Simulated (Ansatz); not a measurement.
# CH₄FGa: one species, many methods

One table from this session's results is given with a row withheld; the runs are named, their logs left out.

The runs use Ansatz 0.2.0, Gaussian basis; functionals in def2-TZVPP, the program's frozen cores in correlated methods.

Levels to be run: LDA (SPW92), PBE-D4, revPBE-D4, BLYP-D4, r2SCAN-D4, B97M-V, PBE0-D4, B3LYP-D4, r2SCANh-D4, r2SCAN0-D4, HSE06-D4, BHLYP-D4, CAM-B3LYP-D4, LC-ωPBE, ωB97X-V, ωB97M-V, B2PLYP, PBE-QIDH; CCSD(T)/def2-SVP; CCSD(T)/def2-TZVPP; MP2/def2-QZVPP; extrapolation to the limit; RPA on PBE.

## Structure used throughout

The geometry comes from an earlier relaxation with PBE0-D4 in a triple-zeta def2 set; it is a stationary point, not always the lowest conformer.

SMILES `[CH3][GaH][F]`, 7 atoms, charge 0, spin multiplicity 1.

Atoms are counted from 1 here; the program's logs count them from 0.

Bond lengths: C1–Ga2 1.950 Å, C1–H4 1.094 Å, C1–H5 1.091 Å, C1–H6 1.091 Å, Ga2–F3 1.767 Å, Ga2–H7 1.559 Å. Angles: Ga2–C1–H4 109.4°, Ga2–C1–H5 110.1°, Ga2–C1–H6 111.7°, H4–C1–H5 108.0°, H4–C1–H6 107.9°, H5–C1–H6 109.6°, C1–Ga2–F3 114.1°, C1–Ga2–H7 133.5°, F3–Ga2–H7 112.5°.

The first run:

The input, in.yaml:

```yaml
crystal:
  periodic: [false, false, false]
  atoms:
    - {symbol: C, position_ang: [-0.636352, 0.652926, -0.190837]}
    - {symbol: Ga, position_ang: [0.635112, -0.796502, 0.098746]}
    - {symbol: F, position_ang: [1.908900, -0.415730, 1.262155]}
    - {symbol: H, position_ang: [-1.465159, 0.554978, 0.515738]}
    - {symbol: H, position_ang: [-0.154143, 1.614915, -0.013517]}
    - {symbol: H, position_ang: [-1.050805, 0.631105, -1.199709]}
    - {symbol: H, position_ang: [0.762448, -2.241684, -0.472576]}
basis:
  gaussian: {orbitals: def2-TZVPP}
hamiltonian: {xc: lda}
output: {orbitals: {seedname: orbitals}}
```

Steps of the session up to this table: LDA; PBE-D4 (GGA); revPBE-D4 (GGA); BLYP-D4 (GGA); r2SCAN-D4 (meta-GGA); B97M-V (meta-GGA); PBE0-D4 (hybrid); B3LYP-D4 (hybrid); r2SCANh-D4 (hybrid); r2SCAN0-D4 (hybrid); HSE06-D4 (hybrid); BHLYP-D4 (hybrid); CAM-B3LYP-D4 (range-separated); LC-ωPBE (range-separated); ωB97X-V (range-separated); ωB97M-V (range-separated); B2PLYP (double hybrid); PBE-QIDH (double hybrid).

One table of the session follows, with a row left open; its other results are not shown here.

It belongs to the step «Orbital energies across the functionals». 

```
  functional  HOMO (eV)  gap (eV)
 LDA (SPW92)          ?         ?
      PBE-D4      -7.08      5.17
   revPBE-D4      -7.03      5.23
     BLYP-D4      -6.99      5.09
   r2SCAN-D4      -7.40      5.79
      B97M-V      -7.48      5.64
     PBE0-D4      -8.44      7.32
    B3LYP-D4      -8.22      6.80
  r2SCANh-D4      -7.90      6.56
  r2SCAN0-D4      -8.64      7.71
    HSE06-D4      -8.03      6.55
    BHLYP-D4      -9.66      9.24
CAM-B3LYP-D4      -9.82      9.56
     LC-ωPBE     -11.17     12.16
     ωB97X-V     -10.80     11.63
     ωB97M-V     -10.66     11.22
```

Q: Estimate the row for LDA (SPW92) from the others.

The run gave: HOMO (eV): -7.23; gap (eV): 5.04. In the column «HOMO (eV)» it lies between r2SCAN-D4 (-7.40) and PBE-D4 (-7.08).
